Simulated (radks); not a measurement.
# Valence configurations of Re³⁺

Aim: which of several valence configurations of Re³⁺ lies lowest at this level, and whether it is the one NIST lists ([Xe] 4f14 5d4).

Program: radks (a radial shooting solver on a logarithmic mesh, Libxc functionals) version 1. Level of theory: Dirac Kohn-Sham, BLYP, spin-unpolarised, spherical densities, finite nucleus; open shells fill j = l - 1/2 first. These are calculated values, not measurements, unless marked.

## 1. What is computed

* element: rhenium (Z = 75)
* charge: +3
* electrons: 72
* configuration: [Xe] 4f14 5d4
* nuclear rms radius: 5.3698 fm
* others tried: 4f14 5d2 6s2; 4f13 5d4 6p1; 4f14 5d3.5 6s0.5; 4f13.5 5d2 6s2 6p0.5; 4f13.5 5d4 6p0.5; 4f14 5d3 6p1; 4f13 5d5; 4f13.5 5d4.5; 4f14 5d3 6s1

## 2. [Xe] 4f14 5d4

The run's settings:

```text
Z 75
configuration [Xe] 4f14 5d4
relativity Dirac
functional b88,lyp
spin unpolarised
j_filling energy
nucleus finite rms 5.3698 fm
c 137.035999084
```

## 3. [Xe] 4f14 5d2 6s2

Changes since step 2:

```diff
@@ -1,3 +1,3 @@
 Z 75
-configuration [Xe] 4f14 5d4
+configuration [Xe] 4f14 5d2 6s2
 relativity Dirac
```

## 4. [Xe] 4f13 5d4 6p1

Changes since step 3:

```diff
@@ -1,3 +1,3 @@
 Z 75
-configuration [Xe] 4f14 5d2 6s2
+configuration [Xe] 4f13 5d4 6p1
 relativity Dirac
```

## 5. [Xe] 4f14 5d3.5 6s0.5

Changes since step 4:

```diff
@@ -1,3 +1,3 @@
 Z 75
-configuration [Xe] 4f13 5d4 6p1
+configuration [Xe] 4f14 5d3.5 6s0.5
 relativity Dirac
```

## 6. [Xe] 4f13.5 5d2 6s2 6p0.5

Changes since step 5:

```diff
@@ -1,3 +1,3 @@
 Z 75
-configuration [Xe] 4f14 5d3.5 6s0.5
+configuration [Xe] 4f13.5 5d2 6s2 6p0.5
 relativity Dirac
```

## 7. [Xe] 4f13.5 5d4 6p0.5

Changes since step 6:

```diff
@@ -1,3 +1,3 @@
 Z 75
-configuration [Xe] 4f13.5 5d2 6s2 6p0.5
+configuration [Xe] 4f13.5 5d4 6p0.5
 relativity Dirac
```

## 8. [Xe] 4f14 5d3 6p1

Changes since step 7:

```diff
@@ -1,3 +1,3 @@
 Z 75
-configuration [Xe] 4f13.5 5d4 6p0.5
+configuration [Xe] 4f14 5d3 6p1
 relativity Dirac
```

## 9. [Xe] 4f13 5d5

Changes since step 8:

```diff
@@ -1,3 +1,3 @@
 Z 75
-configuration [Xe] 4f14 5d3 6p1
+configuration [Xe] 4f13 5d5
 relativity Dirac
```

## 10. [Xe] 4f13.5 5d4.5

Changes since step 9:

```diff
@@ -1,3 +1,3 @@
 Z 75
-configuration [Xe] 4f13 5d5
+configuration [Xe] 4f13.5 5d4.5
 relativity Dirac
```

## 11. [Xe] 4f14 5d3 6s1

Changes since step 10:

```diff
@@ -1,3 +1,3 @@
 Z 75
-configuration [Xe] 4f13.5 5d4.5
+configuration [Xe] 4f14 5d3 6s1
 relativity Dirac
```

Q: Predict the outcome of this session. Wanted: for each run, valence; E − E(NIST configuration); highest level; its energy; 1s shift.

As calculated:

```csv
valence,E − E(NIST configuration) (eV),highest level,its energy (eV),1s shift (eV)
4f14 5d4,0.000,5d3/2,-33.319,+0.00
4f14 5d3.5 6s0.5,2.086,6s1/2,-30.124,-1.86
4f14 5d3 6s1,4.473,6s1/2,-30.815,-3.77
4f14 5d2 6s2,10.183,6s1/2,-32.205,-7.74
4f14 5d3 6p1,11.500,6p1/2,-24.365,-4.86
4f13.5 5d4.5,20.044,5d5/2,-33.150,-5.27
4f13.5 5d4 6p0.5,25.332,6p1/2,-23.801,-7.57
4f13.5 5d2 6s2 6p0.5,38.399,6p1/2,-25.967,-15.65
4f13 5d5,42.183,5d5/2,-34.059,-10.66
4f13 5d4 6p1,53.893,6p1/2,-24.837,-15.38
```

The NIST configuration is the lowest of those tried, 2.086 eV under 4f14 5d3.5 6s0.5. The energies are those of spherical spin-averaged densities, not of single terms. The 1s eigenvalue shifts by up to 15.65 eV as the valence charge is rearranged.
